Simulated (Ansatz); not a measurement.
# C2H3ClCuN: shape, modes and thermochemistry

The task is to find a stationary geometry of C2H3ClCuN, then compute its harmonic vibrations to see whether it is a minimum and to get the zero-point energy and entropy.

Program: Ansatz 0.2.0, Gaussian basis. Level of theory: RKS PBE0-D4/def2-TZVP. These are calculated values, not measurements.

The runs, in order: relaxation at PBE0-D4/def2-TZVP; harmonic vibrations at the same level.

1 further run of the same task is left out (set aside as unsound or not needed).

## 1. Starting geometry

8 atoms, charge 0, spin multiplicity 1.

Atoms are counted from 1 here; the program's logs count them from 0.

Bond lengths: C1–C2 1.424 Å, C1–H6 1.090 Å, C1–H7 1.090 Å, C1–H8 1.090 Å, C2–N3 1.153 Å, N3–Cu4 1.728 Å, Cu4–Cl5 2.024 Å. Angles: C2–C1–H6 109.6°, C2–C1–H7 109.7°, C2–C1–H8 109.8°, H6–C1–H7 109.2°, H6–C1–H8 109.3°, H7–C1–H8 109.3°, C1–C2–N3 179.4°, C2–N3–Cu4 175.9°, N3–Cu4–Cl5 179.0°.

As a file:

```csv
atom,x (Å),y (Å),z (Å)
C1,-0.75739,-1.50962,0.07080
C2,-0.11069,-0.24497,-0.02350
N3,0.41803,0.77615,-0.10941
Cu4,1.17271,2.33086,-0.12228
Cl5,2.05032,4.15512,-0.10307
H6,-1.40406,-1.52545,0.94847
H7,-0.01047,-2.29821,0.16084
H8,-1.35846,-1.68389,-0.82186
```

The start is a GFN2-xTB geometry.

## 2. Optimising with PBE0-D4/def2-TZVP

Input file in.yaml:

```yaml
crystal:
  periodic: [false, false, false]
  atoms:
    - {symbol: C, position_ang: [-0.757390, -1.509620, 0.070800]}
    - {symbol: C, position_ang: [-0.110690, -0.244970, -0.023500]}
    - {symbol: N, position_ang: [0.418030, 0.776150, -0.109410]}
    - {symbol: Cu, position_ang: [1.172710, 2.330860, -0.122280]}
    - {symbol: Cl, position_ang: [2.050320, 4.155120, -0.103070]}
    - {symbol: H, position_ang: [-1.404060, -1.525450, 0.948470]}
    - {symbol: H, position_ang: [-0.010470, -2.298210, 0.160840]}
    - {symbol: H, position_ang: [-1.358460, -1.683890, -0.821860]}
basis:
  gaussian: {orbitals: def2-TZVP}
hamiltonian: {xc: pbe0, dispersion: d4}
relax: {f_tol: 0.005, max_steps: 150}
```

On the command line:

```console
ansatz run in.yaml --threads 4 --pin off --events-out ev --progress --plain --max-ram 10444MiB
```

Further steps of the session: Force constants and modes.

Before running them: what should the planned runs give, taken together? Wanted: point group; shift from the start; total energy; dispersion term; dipole moment; lowest, highest wavenumber; zero-point energy.

**Answer**, as computed:

| quantity | value |
| --- | --- |
| point group | C3v |
| steps | 6 |
| shift from the start (rms) | 0.079 Å |
| total energy | -60765.2550 eV |
| dispersion term | -134 meV |
| dipole moment | 11.22 D |
| lowest, highest wavenumber | 53, 3153 cm⁻¹ |
| zero-point energy | 126.7 kJ/mol |
| entropy at 298.15 K | 345.4 J/(mol K) |

The relaxed geometry lies 0.08 Å (rms) from the start; the bond that changed most is N3–Cu4, from 1.728 to 1.836 Å. All wavenumbers are real, so the end point is a minimum. The stiffest mode, 3153 cm⁻¹, is a C–H stretch, and 4 modes under 200 cm⁻¹ make the vibrational entropy uncertain. Harmonic hybrid wavenumbers usually lie a few per cent above measured fundamentals. The largest Mulliken charge, -0.46 e, sits on Cl5.
